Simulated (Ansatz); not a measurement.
This script makes a comparison of functionals at one structure of Co, space group Fd-3m with the Python package of Ansatz (0.2.0).

Script `co.py`:
```python
"""Functional comparison for Co (totals differ with the potentials too)."""

import csv

import ansatz as az


def main() -> None:
    lattice = az.Lattice.of(
        [0.0, 3.217372, 3.217372],
        [3.217372, 0.0, 3.217372],
        [3.217372, 3.217372, 0.0],
    )
    sites = [
        ("Co", [0.25, 0.25, 0.25], 3.2),
        ("Co", [0.0, 0.0, 0.0], -3.2),
        ("Co", [0.625, 0.625, 0.125], 3.2),
        ("Co", [0.625, 0.125, 0.625], -3.2),
        ("Co", [0.125, 0.625, 0.625], 3.2),
        ("Co", [0.625, 0.625, 0.625], -3.2),
    ]
    xtal = az.Crystal(lattice=lattice)
    for symbol, position, moment in sites:
        xtal = xtal.atom(symbol, position, moment=moment or None)

    setup = (
        xtal.calculation()
        .basis(500)
        .kpoints(spacing=0.29)
        .occupations("Fermi-Dirac", width=0.1)
        .pseudopotentials("paw")
        .spin(az.SpinTreatment.COLLINEAR)
        .stress()
    )

    rows = []
    for value in ["pbesol", "blyp", "lda"]:
        rep = setup.functional(value).run(threads=1).report
        rows.append((value, rep["free_energy_ev"] / len(rep["lattice"]["sites"]), rep["n_iterations"], sum(rep["stress_gpa"][i][i] for i in range(3)) / 3, rep["magnetization_mub"], rep["n_kpoints"]))

    with open("xc.csv", "w", newline="") as handle:
        writer = csv.writer(handle)
        writer.writerow(["functional", "F/atom (eV)", "iterations", "P (GPa)", "moment (muB)", "k-points"])
        writer.writerows([round(v, 5) if isinstance(v, float) else v for v in row] for row in rows)
    print(open("xc.csv").read())


if __name__ == "__main__":
    main()
```

Which functional puts this cell under the lowest pressure, and which under the highest?

From lowest to highest: LDA (-11.4 GPa), PBEsol (-2.7 GPa) and BLYP (15.5 GPa). At a fixed cell a lower pressure usually means a smaller equilibrium volume, so LDA prefers the smallest cell and BLYP the largest.

The output:

```console
$ python co.py
DeckWarning: where an SCF of this run starts from atoms to list the orders of its open shells, Co (sites 0, 2, 4, from 0) starts with 3.00 μB on its 3d shell, in the place of the 3.20 μB that the deck gives it: its open shells can hold no more by Hund's first rule. To start from spheres of the given moment, type scf.initial_density.shell_occupations: []
DeckWarning: where an SCF of this run starts from atoms to list the orders of its open shells, Co (sites 1, 3, 5, from 0) starts with -3.00 μB on its 3d shell, in the place of the -3.20 μB that the deck gives it: its open shells can hold no more by Hund's first rule. To start from spheres of the given moment, type scf.initial_density.shell_occupations: []
RunWarning: the starting moments were not kept: 3 of 6 ended reversed and 3 kept their direction, counting a site from 0.1 μB. The largest reversed, site 1 (counted from 0, in the order of the report's site_moments_mub), started with -3.2 μB and closes at +1.8e0 μB in its sphere. The starting moments cancel, and the [...]
functional,F/atom (eV),iterations,P (GPa),moment (muB),k-points
pbesol,-5092.77857,30,-2.6868,9.97397,46
blyp,-5134.06064,32,15.50708,9.64845,46
lda,-5062.51364,21,-11.35266,-9.4931,46
```
(Warnings from the package without file and line, shortened, repeats left out.)

Caveats:
- The SCF didn't keep the moments it started from (some shrank, vanished or turned); what is printed is the state reached.
- BLYP can be off by several per cent in the lattices of metals, and by several GPa in the pressure at a fixed cell.
- For a metal this k-point mesh is coarse: on a finer one energies can move by several to tens of meV an atom and pressures by half a GPa or more, differences at one mesh by less.
- The overall sign of a collinear moment is arbitrary, and semilocal functionals can give small moments to compounds that are paramagnetic.
- Pressure is positive in compression.
- This isn't the structure that Co takes at ambient conditions.
- Total energies of different functionals can't be compared; pressures, moments and gaps at this one structure can.
- Wall time of the script: 9.3 min on 1 thread of Arm Neoverse V2, with other jobs on the host, peak memory 0.73 GiB.
